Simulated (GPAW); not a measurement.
The system is NaCu.

```
Na Cu
1.0
     2.94224    0.00000    0.00000
     0.00000    2.94224    0.00000
     0.00000    0.00000    4.04091
Na Cu
1 1
Cartesian
  0.0000 0.0000 0.0000
  1.4711 1.4711 2.0205
```

The cell was built by a generator and needn't be a form met in nature.

Base run:

| Property | Result |
| --- | --- |
| Program | GPAW 26.7.0 |
| Functional | LDA |
| Potentials or basis | the program's PAW data sets (release 1.2.1) made for this functional |
| Cutoff | 800 eV |
| Basis | pw |
| k mesh | 9 × 9 × 7 |
| Occupations | fermi-dirac, width 0.05 eV |
| Spin | no spin polarisation |

Its results: pressure -2.0 GPa.

Question: The run is repeated on the same cell with these changes: functional from LDA to revPBE. What comes out?

Answer: Pressure 4.7 GPa.

revPBE binds less tightly than LDA, so the same cell stands under more pressure.

Caveats: with this Cu data set, volumes or pressures lay over 1.5 % or 2 GPa off other programs in two to four cells of ten.

Not every run made on this cell is shown here.
